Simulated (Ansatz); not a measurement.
**SnSiH5O (SMILES [SiH3][O][SnH2]) at UMP2/def2-SVPD (core potential)**

What is the energy change on altering one bond length of SnSiH5O at UMP2/def2-SVPD (core potential)? 

The results are computed with Ansatz 0.2.0.

34 further runs of the same task are left out: 34 set aside as unsound or not needed.

### Step 1. The system as given

SnSiH5O: 8 atoms, total charge 0, spin state doublet. As SMILES, `[SiH3][O][SnH2]`. The shape is that of a PBE0-D4/def2-TZVP optimisation. This is one conformer, not always the lowest.

Bond lengths: Si1–O2 1.631 Å, O2–Sn3 1.970 Å, Si1–H4 1.493 Å, Si1–H5 1.487 Å, Si1–H6 1.489 Å, Sn3–H7 1.723 Å, Sn3–H8 1.730 Å. Angles: Si1–O2–Sn3 136.4°, O2–Si1–H4 111.2°, O2–Si1–H5 109.2°, O2–Si1–H6 111.0°, O2–Sn3–H7 102.4°, O2–Sn3–H8 105.0°, H4–Si1–H5 108.7°, H4–Si1–H6 107.9°, H5–Si1–H6 108.8°, H7–Sn3–H8 112.5°.

### Step 2. A single-point energy at UMP2/def2-SVPD (core potential)

molecule.yaml

```yaml
crystal:
  periodic: [false, false, false]
  atoms:
    - {symbol: Si, position_ang: [-0.737900, 1.075100, -0.480800]}
    - {symbol: O, position_ang: [0.586900, 0.306200, 0.078800]}
    - {symbol: Sn, position_ang: [0.956500, -1.332100, 1.108000]}
    - {symbol: H, position_ang: [-1.877900, 0.127700, -0.658800]}
    - {symbol: H, position_ang: [-0.424600, 1.696400, -1.794600]}
    - {symbol: H, position_ang: [-1.173500, 2.142300, 0.461900]}
    - {symbol: H, position_ang: [2.665400, -1.489100, 0.950500]}
    - {symbol: H, position_ang: [0.097400, -2.583700, 0.279200]}
basis:
  gaussian:
    orbitals: def2-SVPD
correlation:
  method: mp2
  frozen_orbitals: {H: 0, O: 1, Si: 5, Sn: 4}
magnetization:
  spin_polarized: true
  initial_magnetization: 1
accuracy: high
```

Run with:

```
$ ansatz run molecule.yaml --threads 1 --pin off --max-ram 3480MiB --events-out events.jsonl --progress --plain --runs-dir runs
```

Output:

```text
Warning: RAYON_NUM_THREADS=1 ignored (pool sized by the plan → 1); use --threads N
Functional definition: HF
  name "HF"
  exchange = exact_x
  correlation = 0
2534 factors; integrals over basis functions are off by at most 3.5e-9 eV
mean field evaluation 1: about -15776.6540 eV, gradient 2.8e1 eV
mean field evaluation 2: about -15776.7307 eV, gradient 2.8e1 eV
mean field evaluation 4: about -15780.3141 eV, gradient 2.5e0 eV
mean field evaluation 8: about -15780.4017 eV, gradient 2.3e-1 eV
mean field evaluation 16: about -15780.4034 eV, gradient 2.3e-6 eV
mean field -15780.40342762 eV, -579.9191296234 hartree, gradient 6.6e-8 eV, S^2 0.756020; 0 other end points of the search recorded, 0 dependent functions left out
10 core orbitals not correlated: weight in the atoms' cores, before any rotation towards them, 1.000 or more for the frozen orbitals, at most 0.000 for the correlated occupied ones
reference -15780.40342762 eV, -579.9191296234 hartree; 15, 14 occupied and 94, 95 virtual orbitals, 2534 factors
second order -11.19303380 eV of doubles, -0.00000000 eV of singles
Total energy: -15791.59646141 eV, -580.3304660285 hartree
```

Wall time 9.9 s (1 thread of Arm Neoverse V1, shared host); peak memory 0.5 GiB.

### Step 3. The distorted shape

in.yaml

```yaml
crystal:
  periodic: [false, false, false]
  atoms:
    - {symbol: Si, position_ang: [-0.480150, 1.450608, -0.232141]}
    - {symbol: O, position_ang: [0.844650, 0.681708, 0.327459]}
    - {symbol: Sn, position_ang: [1.214250, -0.956592, 1.356659]}
    - {symbol: H, position_ang: [-1.620150, 0.503208, -0.410141]}
    - {symbol: H, position_ang: [-0.166850, 2.071908, -1.545941]}
    - {symbol: H, position_ang: [-0.915750, 2.517808, 0.710559]}
    - {symbol: H, position_ang: [2.923150, -1.113592, 1.199159]}
    - {symbol: H, position_ang: [0.097400, -2.583700, 0.279200]}
basis:
  gaussian:
    orbitals: def2-SVPD
magnetization:
  spin_polarized: true
  initial_magnetization: 1
correlation:
  method: mp2
  frozen_orbitals: {H: 0, O: 1, Si: 5, Sn: 4}
accuracy: high
```

Run with:

```
$ ansatz run in.yaml --threads 1 --pin off --max-ram 3480MiB --events-out events.jsonl --progress --plain --runs-dir runs
```

Output:

```text
Warning: RAYON_NUM_THREADS=1 ignored (pool sized by the plan → 1); use --threads N
[... 4 set-up lines as earlier in the session ...]
2538 factors; integrals over basis functions are off by at most 3.7e-9 eV
mean field evaluation 1: about -15775.6295 eV, gradient 2.8e1 eV
mean field evaluation 2: about -15775.7041 eV, gradient 2.8e1 eV
mean field evaluation 4: about -15779.3121 eV, gradient 2.7e0 eV
mean field evaluation 8: about -15779.4437 eV, gradient 5.5e-1 eV
mean field evaluation 16: about -15779.4792 eV, gradient 1.9e-4 eV
mean field -15779.47924479 eV, -579.8851665308 hartree, gradient 2.8e-8 eV, S^2 0.862245; 0 other end points of the search recorded, 0 dependent functions left out
10 core orbitals not correlated: weight in the atoms' cores, before any rotation towards them, 1.000 or more for the frozen orbitals, at most 0.000 for the correlated occupied ones
reference -15779.47924479 eV, -579.8851665308 hartree; 15, 14 occupied and 94, 95 virtual orbitals, 2538 factors
second order -11.10735777 eV of doubles, -0.00000000 eV of singles
Total energy: -15790.58660256 eV, -580.2933544000 hartree
```

Run time: 10 s. Hardware: 1 thread of Arm Neoverse V1, shared host; peak memory 0.51 GiB.

### Step 4. Summary of results

Level: UMP2/def2-SVPD (core potential), 10 core orbitals frozen.

```
                                                          quantity          value
                                         first shape: total energy  -580.33047 Eh
         first shape: correlation energy (10 core orbitals frozen)     -411.3 mEh
                    first shape: ⟨S²⟩ of the reference determinant          0.756
                                     distorted shape: total energy  -580.29335 Eh
     distorted shape: correlation energy (10 core orbitals frozen)     -408.2 mEh
                distorted shape: ⟨S²⟩ of the reference determinant          0.862
energy change with the Sn3–H8 bond stretched from 1.730 to 2.249 Å       1.010 eV
```

What this shows: With the Sn3–H8 bond stretched from 1.730 to 2.249 Å the energy rises by 1.01 eV (97 kJ/mol). The first shape isn't relaxed at this level, so the change isn't measured from a minimum. ⟨S²⟩ (distorted shape) is 0.86 where a pure doublet has 0.75: the reference is spin-contaminated.
